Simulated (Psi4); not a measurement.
# CH4Se (SMILES C[SeH]): SVWN5/def2-SVPD

Aim: the vertical ionisation energy of CH4Se at SVWN5/def2-SVPD, from 2 runs. The job is set up through a Python script.

The results are computed with Psi4 1.11.

3 further runs of the same task are left out: 3 set aside as unsound or not needed.

### Step 1. The system as given

CH4Se has 6 atoms, charge 0, and is taken as a singlet. SMILES: `C[SeH]`. The coordinates come from a PBE0-D4/def2-TZVP relaxation.

Bond lengths: C1–Se2 1.949 Å, C1–H3 1.087 Å, C1–H4 1.089 Å, C1–H5 1.088 Å, Se2–H6 1.468 Å. Angles: C1–Se2–H6 95.4°, Se2–C1–H3 110.6°, Se2–C1–H4 106.0°, Se2–C1–H5 110.6°, H3–C1–H4 109.3°, H3–C1–H5 110.9°, H4–C1–H5 109.3°.

### Step 2. Energy and forces at SVWN5/def2-SVPD

ch4se.xyz reads:

```xyz
6
CH4Se
C     -0.134400    -0.353500    -0.393800
Se     0.854300     0.256800     1.170700
H     -1.197900    -0.413200    -0.174800
H      0.243900    -1.350000    -0.617200
H      0.051300     0.300400    -1.242700
H      0.182800     1.559600     1.257800
```

calc.py reads:

```python
import psi4

psi4.set_memory(1600000000)
psi4.set_num_threads(1)
psi4.set_output_file('run.log', False)

with open('ch4se.xyz') as f:
    atoms = ''.join(f.readlines()[2:])
m = psi4.geometry('0 1\n' + atoms + 'symmetry c1\nno_reorient\nno_com')

psi4.set_options({
    'basis': 'def2-SVPD',
    'puream': True,
    'e_convergence': 1e-09,
    'd_convergence': 1e-08,
    'scf_type': 'pk',
    'dft_radial_points': 99,
    'dft_spherical_points': 590,
})

e_tot, wfn = psi4.gradient('scf', dft_functional={"name": "SVWN5", "x_functionals": {"LDA_X": {}}, "c_functionals": {"LDA_C_VWN": {}}}, return_wfn=True)
psi4.oeprop(wfn, 'LOWDIN_CHARGES', 'MAYER_INDICES', 'QUADRUPOLE', title='SCF')
print('gradient / Eh bohr^-1')
print(e_tot.np.round(6))
print(f'energy = {wfn.energy():.10f} Eh')
for k, v in sorted(psi4.core.scalar_variables().items()):
    print(f'{k:45s} {v:18.10f}')
```

On the command line:

```console
python calc.py
```

run.log:

```text
[...]
  Running in c1 symmetry.
[...]
  Nuclear repulsion =  100.472744601353170
[...]
  Multiplicity = 1
[...]
  Nalpha       = 22
  Nbeta        = 22
[...]
    Number of basis functions: 93
[...]
   @RKS iter   1: -2437.02499417932177   -1.64991e+00   2.24007e-02 ADIIS/DIIS
[...]
   @RKS iter  12: -2437.92844360952449   -9.09495e-13   7.52145e-10 DIIS
[...]
    Orbital Energies [Eh]
    ---------------------
    Doubly Occupied:
       1A   -451.246512     2A    -57.296762     3A    -51.521885
       4A    -51.520625     5A    -51.517535     6A     -9.815200
       7A     -7.507668     8A     -5.522912     9A     -5.519032
      10A     -5.508985    11A     -1.983286    12A     -1.982723
      13A     -1.974794    14A     -1.971892    15A     -1.970356
      16A     -0.692641    17A     -0.578553    18A     -0.398932
      19A     -0.384854    20A     -0.345500    21A     -0.298304
      22A     -0.200245
[...]
  @RKS Final Energy: -2437.92844360952449
   => Energetics <=
    Nuclear Repulsion Energy =            100.4727446013531704
    One-Electron Energy =               -3596.3201291502973618
    Two-Electron Energy =                1148.0900859378480163
    DFT Exchange-Correlation Energy =     -90.1711449984284030
    Empirical Dispersion Energy =           0.0000000000000000
    VV10 Nonlocal Energy =                  0.0000000000000000
    Total Energy =                      -2437.9284436095244928
[...]
  -Total Gradient:
     Atom            X                  Y                   Z
    ------   -----------------  -----------------  -----------------
       1       -0.006115697928    -0.005581983307    -0.010815240113
       2       -0.002467605780     0.006169353549     0.001241689665
       3        0.011718164124     0.001020915705    -0.002212777312
       4       -0.003999657553     0.010447590488     0.002297579472
       5       -0.002070487814    -0.006839744233     0.009545937208
       6        0.002934661775    -0.005216145353    -0.000057921586
[...]
 Multipole Moments:
 ------------------------------------------------------------------------------------
     Multipole            Electronic (a.u.)      Nuclear  (a.u.)        Total (a.u.)
 ------------------------------------------------------------------------------------
 L = 1.  Multiply by 2.5417464519 to convert [e a0] to [Debye]
 Dipole X            :        -52.3705810           52.0050740           -0.3655070
 Dipole Y            :        -12.6728681           12.6743931            0.0015251
 Dipole Z            :        -69.7113939           69.2851076           -0.4262863
 Magnitude           :                                                    0.5615316
 L = 2.  Multiply by 1.3450342976 to convert [e a0^2] to [Debye ang]
 Quadrupole XX       :       -115.4256389           94.4655492          -20.9600896
 Quadrupole XY       :        -30.0716707           29.3196537           -0.7520170
[...]
```

On the terminal:

```text
gradient / Eh bohr^-1
[[-6.1160e-03 -5.5820e-03 -1.0815e-02]
 [-2.4680e-03  6.1690e-03  1.2420e-03]
 [ 1.1718e-02  1.0210e-03 -2.2130e-03]
 [-4.0000e-03  1.0448e-02  2.2980e-03]
 [-2.0700e-03 -6.8400e-03  9.5460e-03]
 [ 2.9350e-03 -5.2160e-03 -5.8000e-05]]
energy = -2437.9284436095 Eh
CURRENT ENERGY                                  -2437.9284436095
CURRENT REFERENCE ENERGY                        -2437.9284436095
DD SOLVATION ENERGY                                 0.0000000000
DFT FUNCTIONAL TOTAL ENERGY                     -2437.9284436095
DFT TOTAL ENERGY                                -2437.9284436095
DFT VV10 ENERGY                                     0.0000000000
DFT XC ENERGY                                     -90.1711449984
GRID ELECTRONS ALPHA                               22.0000003386
GRID ELECTRONS BETA                                22.0000003386
GRID ELECTRONS TOTAL                               44.0000006772
NUCLEAR REPULSION ENERGY                          100.4727446014
ONE-ELECTRON ENERGY                             -3596.3201291503
PCM POLARIZATION ENERGY                             0.0000000000
PE ENERGY                                           0.0000000000
SCF ITERATION ENERGY                            -2437.9284436095
SCF ITERATIONS                                     12.0000000000
SCF TOTAL ENERGY                                -2437.9284436095
TWO-ELECTRON ENERGY                              1148.0900859378
XC GRID RADIAL POINTS                              99.0000000000
XC GRID SPHERICAL POINTS                          590.0000000000
XC GRID TOTAL POINTS                           336891.0000000000
```

Wall time 19 s (1 thread of Intel Xeon Platinum 8259CL at 2.50GHz (Skylake/Cascade Lake), shared host); peak memory 0.58 GiB.

### Step 3. The doublet cation: the energy at USVWN5/def2-SVPD

job.py reads:

```python
import psi4

psi4.set_memory('1600 MB')
psi4.set_num_threads(1)
psi4.core.set_output_file('psi4.out', False)

mol = psi4.geometry("""
1 2
C
Se 1 1.948757
H 1 1.087455 2 110.5906
H 1 1.08905 3 109.31691 2 116.29474
H 1 1.087521 3 110.92853 4 120.61576
H 2 1.46826 1 95.36348 3 -61.59391
symmetry c1
""")

options = {'basis': 'def2-SVPD', 'reference': 'uks', 'puream': True, 'e_convergence': 1e-09, 'd_convergence': 1e-08, 'scf_type': 'pk', 'dft_radial_points': 99, 'dft_spherical_points': 590, 'maxiter': 200}
psi4.set_options(options)

E, wfn = psi4.energy("scf", dft_functional={"name": "SVWN5", "x_functionals": {"LDA_X": {}}, "c_functionals": {"LDA_C_VWN": {}}}, return_wfn=True)
print(f'total energy {E:.8f} hartree = {E * 27.211386:.5f} eV')
```

On the command line:

```console
python job.py
```

psi4.out:

```text
[...]
  Running in c1 symmetry.
[...]
  Nuclear repulsion =  100.472740718293807
[...]
  Multiplicity = 2
[...]
  Nalpha       = 22
  Nbeta        = 21
[...]
    Number of basis functions: 93
[...]
   @UKS iter   1: -2436.87624482937599   -1.50116e+00   2.11932e-02 DIIS/ADIIS
[...]
   @UKS iter  12: -2437.59320689685683   -1.36424e-11   7.81824e-09 DIIS
[...]
   @S^2 Observed:                7.513394589E-01
[...]
    Orbital Energies [Eh]
    ---------------------
    Alpha Occupied:
       1A   -451.574117     2A    -57.622383     3A    -51.847707
       4A    -51.846030     5A    -51.844718     6A    -10.053603
       7A     -7.833757     8A     -5.846930     9A     -5.843389
      10A     -5.839408    11A     -2.306431    12A     -2.305740
      13A     -2.302758    14A     -2.300747    15A     -2.299481
      16A     -0.979061    17A     -0.837063    18A     -0.652576
      19A     -0.627134    20A     -0.595537    21A     -0.568663
      22A     -0.512568
    Alpha Virtual:
      23A     -0.281737    24A     -0.250019    25A     -0.174193
[...]
  @UKS Final Energy: -2437.59320689685683
   => Energetics <=
    Nuclear Repulsion Energy =            100.4727407182938066
    One-Electron Energy =               -3583.1039443838203624
    Two-Electron Energy =                1134.9169485022957815
    DFT Exchange-Correlation Energy =     -89.8789517336259252
    Empirical Dispersion Energy =           0.0000000000000000
    VV10 Nonlocal Energy =                  0.0000000000000000
    Total Energy =                      -2437.5932068968568274
[...]
 Multipole Moments:
 ------------------------------------------------------------------------------------
     Multipole            Electronic (a.u.)      Nuclear  (a.u.)        Total (a.u.)
 ------------------------------------------------------------------------------------
 L = 1.  Multiply by 2.5417464519 to convert [e a0] to [Debye]
 Dipole X            :         -0.8758833            1.2353337            0.3594504
 Dipole Y            :         -0.4737875            0.6681185            0.1943310
 Dipole Z            :          7.9165080           -8.7145210           -0.7980130
 Magnitude           :                                                    0.8965455
[...]
```

Standard output:

```text
total energy -2437.59320690 hartree = -66330.28966 eV
```

Wall time 19 s (1 thread of Intel Xeon Platinum 8259CL at 2.50GHz (Skylake/Cascade Lake), shared host); peak memory 0.58 GiB.

### Step 4. What came out

At SVWN5/def2-SVPD:

| quantity | value |
| --- | --- |
| singlet CH4Se: total energy | -2437.92844 Eh |
| singlet CH4Se: dipole moment | 1.43 D |
| singlet CH4Se: HOMO energy | -5.45 eV |
| singlet CH4Se: LUMO energy | -1.04 eV |
| singlet CH4Se: HOMO–LUMO gap | 4.41 eV |
| singlet CH4Se: largest force on an atom | 0.700 eV/Å |
| doublet cation: total energy | -2437.59321 Eh |
| doublet cation: HOMO energy (highest over α and β) | -13.95 eV |
| doublet cation: LUMO energy (lowest over α and β) | -12.83 eV |
| doublet cation: ⟨S²⟩ | 0.751 |
| vertical ionisation energy (to the doublet cation) | 9.122 eV |

**Reading.** Removing an electron at fixed nuclei costs 9.12 eV (210 kcal/mol). The largest force (singlet CH4Se) is 0.70 eV/Å: the shape isn't a stationary point for this species at this level. The negative HOMO energy of the first species, 5.45 eV, lies 3.67 eV below that difference.
